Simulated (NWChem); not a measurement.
**InH2ClO (SMILES [OH][InH][Cl]): B3LYP/def2-SVP (core potential)**

Aim: the vertical ionisation energy of InH2ClO at B3LYP/def2-SVP (core potential), from 2 runs. 

The calculation is run with NWChem 7.3.0.

## (1) The structure to begin with

InH2ClO has 5 atoms, charge 0, and is taken as a singlet. As SMILES, `[OH][InH][Cl]`. Geometry: relaxed at PBE0-D4/def2-TZVP. This is one conformer, not always the lowest.

Bond lengths: O1–In2 1.968 Å, In2–Cl3 2.333 Å, O1–H4 0.961 Å, In2–H5 1.688 Å. Angles: O1–In2–Cl3 109.8°, O1–In2–H5 126.8°, Cl3–In2–H5 123.4°, In2–O1–H4 111.6°.

## (2) The energy at B3LYP/def2-SVP (core potential)

clh2ino.nw

```
start clh2ino
memory stack 880 mb heap 220 mb global 1100 mb

geometry units angstrom noautosym nocenter noautoz
  O       -1.390100       0.131800      -0.577000
  In       0.449500       0.401800       0.067200
  Cl       1.287900      -1.597300       0.930400
  H       -1.681700      -0.774800      -0.447000
  H        1.334300       1.838500       0.026500
end

basis spherical bse
  O library def2-SVP
  In library def2-SVP
  Cl library def2-SVP
  H library def2-SVP
end

ecp bse
  In library def2-SVP
end

dft
  xc b3lyp
  mult 1
  grid fine
  convergence energy 1e-08
  iterations 100
  mulliken
  print low
end

task dft
```

Command:

```bash
nwchem clh2ino.nw > clh2ino.out
```

Standard output:

```text
[...]
 d= 0,ls=0.0,diis     1   -726.5773631641 -8.95D+02  3.03D-02  7.52D-01     1.3
[...]
 d= 0,ls=0.0,diis    10   -726.6809284127 -3.05D-09  3.81D-07  1.71D-09     9.1
         Total DFT energy =     -726.680928412695
      One electron energy =    -1411.768277985178
           Coulomb energy =      570.908612847629
    Exchange-Corr. energy =      -54.452884533447
 Nuclear repulsion energy =      168.631621258301
[...]
      Total Density - Mulliken Population Analysis
     ---------------------------------------------
    Atom       Charge   Shell Charges
 -----------   ------   -------------------------------------------------------
    1 O    8     8.47   1.99  1.08  0.70  2.83  1.86  0.01
    2 In  21    20.36  -0.60  2.60  0.89  0.15  2.78  3.23  0.91  0.24  9.65  0.51
    3 Cl  17    17.29   2.00  1.98  1.27  0.69  5.93  2.14  3.27  0.01
    4 H    1     0.81   0.68  0.06  0.07
    5 H    1     1.07   0.67  0.39  0.01
[...]
```

It took 10 s on 1 thread of AMD EPYC 9R14 (Zen 4), shared host; peak memory 0.12 GiB.

## (3) The doublet cation

clh2ino.nw

```
START clh2ino
TITLE "ClH2InO"
memory 2200 mb
charge 1

GEOMETRY units angstrom noautosym nocenter noautoz
  O       -1.390100       0.131800      -0.577000
  In       0.449500       0.401800       0.067200
  Cl       1.287900      -1.597300       0.930400
  H       -1.681700      -0.774800      -0.447000
  H        1.334300       1.838500       0.026500
END

BASIS spherical bse
  * library def2-SVP
END

ECP bse
  In library def2-SVP
END

DFT
  xc b3lyp
  mult 2
  grid fine
  convergence energy 1e-08
  iterations 100
  mulliken
  noprint "final vectors analysis"
END

TASK dft energy
```

Command:

```bash
nwchem clh2ino.nw > clh2ino.out
```

Standard output:

```text
[...]
          Wavefunction type:  spin polarized.
          No. of atoms     :     5
          No. of electrons :    47
[...]
          Charge           :     1
          Spin multiplicity:     2
[...]
          AO basis - number of functions:    68
[...]
              XC Information
              --------------
                         B3LYP Method XC Potential
                     Hartree-Fock (Exact) Exchange  0.200
                        Slater Exchange Functional  0.800 local
                    Becke 1988 Exchange Functional  0.720 non-local
              Lee-Yang-Parr Correlation Functional  0.810
                  VWN I RPA Correlation Functional  0.190 local
[...]
 d= 0,ls=0.0,diis     1   -725.9649476345 -8.95D+02  2.98D-02  5.52D-01     1.6
[...]
 d= 0,ls=0.5,diis    67   -726.2897478004 -8.21D-09  1.33D-07  2.81D-08    83.4
[...]
         Total DFT energy =     -726.289747807360
      One electron energy =    -1399.351321652766
           Coulomb energy =      558.523702334664
    Exchange-Corr. energy =      -54.093749747558
 Nuclear repulsion energy =      168.631621258301
[...]
      Total Density - Mulliken Population Analysis
     ---------------------------------------------
    Atom       Charge   Shell Charges
 -----------   ------   -------------------------------------------------------
    1 O    8     8.26   1.99  1.11  0.68  2.79  1.68  0.01
    2 In  21    20.17  -0.60  2.60  0.96  0.11  2.78  3.23  0.84  0.11  9.65  0.48
    3 Cl  17    16.89   2.00  1.99  1.33  0.64  5.93  2.11  2.88  0.01
    4 H    1     0.76   0.66  0.03  0.07
    5 H    1     0.93   0.63  0.28  0.01
[...]
      <S2> =      0.7634 (Exact =     0.7500)
[...]
```

It took 86 s on 1 thread of AMD EPYC 9R14 (Zen 4), shared host; peak memory 0.12 GiB.

## (4) Results

At B3LYP/def2-SVP (core potential):

```
                                          quantity          value
                     singlet InH2ClO: total energy  -726.68093 Eh
                      doublet cation: total energy  -726.28975 Eh
                              doublet cation: ⟨S²⟩          0.763
vertical ionisation energy (to the doublet cation)      10.645 eV
```

The vertical ionisation energy comes to 10.64 eV (245 kcal/mol). Mulliken charges (singlet InH2ClO) run from -0.47 on O1 to +0.64 on In2. Mulliken charges (doublet cation) run from -0.26 on O1 to +0.83 on In2.
